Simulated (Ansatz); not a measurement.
# C2H9BS: the cost of one run

Program: Ansatz 0.2.0. Level of theory: RKS PBE0-D4/def2-SVP. These are calculated values, not measurements.

## Step 1: The structure to begin with

Bond lengths: B1–S2 2.206 Å, B1–C3 1.586 Å, B1–C4 1.584 Å, S2–H7 1.329 Å, C3–H8 1.089 Å, C3–H9 1.090 Å, C3–H10 1.090 Å, C4–H11 1.089 Å, C4–H12 1.089 Å, C4–H13 1.087 Å. Angles (14 of 16 angles, heavy atoms first): S2–B1–C3 110.5°, S2–B1–C4 108.3°, C3–B1–C4 123.7°, B1–S2–H7 94.8°, B1–C3–H8 113.6°, B1–C3–H9 111.0°, B1–C3–H10 111.3°, B1–C4–H11 110.8°, B1–C4–H12 112.1°, B1–C4–H13 112.9°, H8–C3–H9 106.9°, H8–C3–H10 107.1°, H9–C3–H10 106.5°, H11–C4–H12 106.5°.

Structure file:

```xyz
13

B     0.0728   -0.0400   -0.1923
S     1.9376    0.8852    0.5390
C    -1.1882    0.7823    0.3077
C     0.2093   -1.6120   -0.0512
H     1.0593    0.6460   -1.0107
H     0.3544    0.3536   -1.6280
H     1.3974    2.0843    0.7324
H    -1.1026    1.8553    0.1436
H    -2.0946    0.4557   -0.2013
H    -1.3613    0.6333    1.3735
H     0.1470   -1.9128    0.9932
H    -0.5863   -2.1410   -0.5743
H     1.1552   -1.9899   -0.4314
```

## Step 2: Pulling towards end A

Springs on the bonds that form and break draw the guess towards this end; the thresholds are loose.

input.yaml reads:

```yaml
crystal:
  periodic: [false, false, false]
  atoms:
    - { symbol: B, position_ang: [0.0728, -0.04, -0.1923] }
    - { symbol: S, position_ang: [1.9376, 0.8852, 0.539] }
    - { symbol: C, position_ang: [-1.1882, 0.7823, 0.3077] }
    - { symbol: C, position_ang: [0.2093, -1.612, -0.0512] }
    - { symbol: H, position_ang: [1.0593, 0.646, -1.0107] }
    - { symbol: H, position_ang: [0.3544, 0.3536, -1.628] }
    - { symbol: H, position_ang: [1.3974, 2.0843, 0.7324] }
    - { symbol: H, position_ang: [-1.1026, 1.8553, 0.1436] }
    - { symbol: H, position_ang: [-2.0946, 0.4557, -0.2013] }
    - { symbol: H, position_ang: [-1.3613, 0.6333, 1.3735] }
    - { symbol: H, position_ang: [0.147, -1.9128, 0.9932] }
    - { symbol: H, position_ang: [-0.5863, -2.141, -0.5743] }
    - { symbol: H, position_ang: [1.1552, -1.9899, -0.4314] }
basis:
  gaussian: { orbitals: def2-SVP }
hamiltonian:
  xc: pbe0
  dispersion: d4
relax:
  f_tol: 0.15
  max_steps: 25
  restrain:
    - { distance: [0, 5], at: 2.45, k: 30.0 }
    - { distance: [4, 1], at: 2.66, k: 30.0 }
    - { distance: [0, 1], at: 1.89, k: 30.0 }
    - { distance: [4, 5], at: 0.62, k: 30.0 }
output:
  orbitals: {}
```

Command:

```
> ansatz run input.yaml --threads 2 --pin off --max-ram 3072MiB --backend cpu --events-out ev --progress --plain --runs-dir out
```

**Question.** How long does this run take on 2 threads of Intel Xeon 6975P-C (Granite Rapids), shared host, and how much memory does it need?

About 17 s, with a peak of 0.23 GiB.
